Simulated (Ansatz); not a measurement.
# CH5NSSi (SMILES CS[Si]N): a rigid scan of the bond length N4–H9

Aim: the energy along the bond length N4–H9, from CCSD(T) and from cheaper methods, relative to the minimum. No other atom is relaxed.

Computed with Ansatz 0.2.0, Gaussian basis. Level: single points in def2-TZVPP.

Levels: PBE-D4, r2SCAN-D4, PBE0-D4, B3LYP-D4, wB97M-V, Hartree-Fock, MP2, CCSD, CCSD(T). The scan takes 0.886, 0.921, 0.973, 1.033, 1.099, 1.171, 1.247, 1.327, 1.410 Å.

Cores are frozen in the correlated methods. B3LYP uses VWN-RPA correlation.

28 further runs of the same task are left out: 28 set aside as unsound or not needed.

## (1) Starting geometry

The minimum, relaxed at PBE0-D4: SMILES `CS[Si]N`, 9 atoms, charge 0, spin multiplicity 1.

Atoms are counted from 1 here; the program's logs count them from 0.

Bond lengths: C1–S2 1.813 Å, C1–H5 1.089 Å, C1–H6 1.092 Å, C1–H7 1.089 Å, S2–Si3 2.141 Å, Si3–N4 1.710 Å, N4–H8 1.009 Å, N4–H9 1.007 Å. Angles: S2–C1–H5 109.2°, S2–C1–H6 110.5°, S2–C1–H7 109.3°, H5–C1–H6 109.2°, H5–C1–H7 109.4°, H6–C1–H7 109.2°, C1–S2–Si3 100.1°, S2–Si3–N4 98.2°, Si3–N4–H8 127.5°, Si3–N4–H9 120.2°, H8–N4–H9 112.2°.

As a file:

```xyz
9
charge 0, multiplicity 1
C    -0.4734    0.4165   -1.8686
S     0.6896    0.3999   -0.4773
Si   -0.5283   -0.5298    1.0176
N     0.6070   -0.5237    2.2958
H    -0.6324    1.4448   -2.1906
H    -1.4298   -0.0192   -1.5735
H    -0.0559   -0.1604   -2.6927
H     1.5517   -0.1706    2.2769
H     0.3599   -0.9038    3.1953
```

Energies of the minimum (eV), from earlier single points: PBE-D4 -21312.37365, r2SCAN-D4 -21321.18376, PBE0-D4 -21314.15869, B3LYP-D4 -21325.65252, wB97M-V -21321.88264, CCSD(T) -21293.80491.

At the minimum the bond length N4–H9 is 1.007 Å.

## (2) N4–H9 = 0.886 Å

Input file ccsdt-tzvpp/in.yaml:

```yaml
crystal:
  periodic: [false, false, false]
  atoms:
    - {symbol: C, position_ang: [-0.473359, 0.416513, -1.868590]}
    - {symbol: S, position_ang: [0.689560, 0.399906, -0.477260]}
    - {symbol: Si, position_ang: [-0.528341, -0.529790, 1.017601]}
    - {symbol: N, position_ang: [0.607038, -0.523735, 2.295757]}
    - {symbol: H, position_ang: [-0.632388, 1.444765, -2.190595]}
    - {symbol: H, position_ang: [-1.429775, -0.019221, -1.573524]}
    - {symbol: H, position_ang: [-0.055875, -0.160415, -2.692695]}
    - {symbol: H, position_ang: [1.551735, -0.170556, 2.276941]}
    - {symbol: H, position_ang: [0.389662, -0.858010, 3.086961]}
basis:
  gaussian: {orbitals: def2-TZVPP}
correlation: {method: ccsd_t}
```

No record of the launch command was kept for these runs.

Further steps of the session: N4–H9 = 0.921 Å; N4–H9 = 0.973 Å; N4–H9 = 1.033 Å; N4–H9 = 1.099 Å; N4–H9 = 1.171 Å; N4–H9 = 1.247 Å; N4–H9 = 1.327 Å; N4–H9 = 1.410 Å.

**Question.** What will these runs give? Wanted: highest point, CCSD(T); lowest point, CCSD(T); minimum along the scan, CCSD(T); RMS deviation from CCSD(T); largest T1 diagnostic.

The runs gave:

| quantity | value |
| --- | --- |
| highest point, CCSD(T) | 1.752 eV at 1.410 Å |
| lowest point, CCSD(T) | 0.000 eV at 1.007 Å |
| minimum along the scan, CCSD(T) | 1.007 Å |
| curvature there | 46.5 eV/Å² |
| RMS deviation from CCSD(T) | PBE-D4 0.067, r2SCAN-D4 0.002, PBE0-D4 0.022, B3LYP-D4 0.006, wB97M-V 0.021, Hartree-Fock 0.168, MP2 0.021, CCSD 0.026 eV |
| largest T1 diagnostic | 0.014 |

What this shows: A polynomial through the near points puts the CCSD(T) minimum at the PBE0-D4 value. The well is lopsided: squeezing costs more than stretching by the same length. Curvature against CCSD(T): PBE-D4 -5 %, Hartree-Fock +11 %. The curve of r2SCAN-D4 lies nearest to CCSD(T), that of Hartree-Fock farthest.
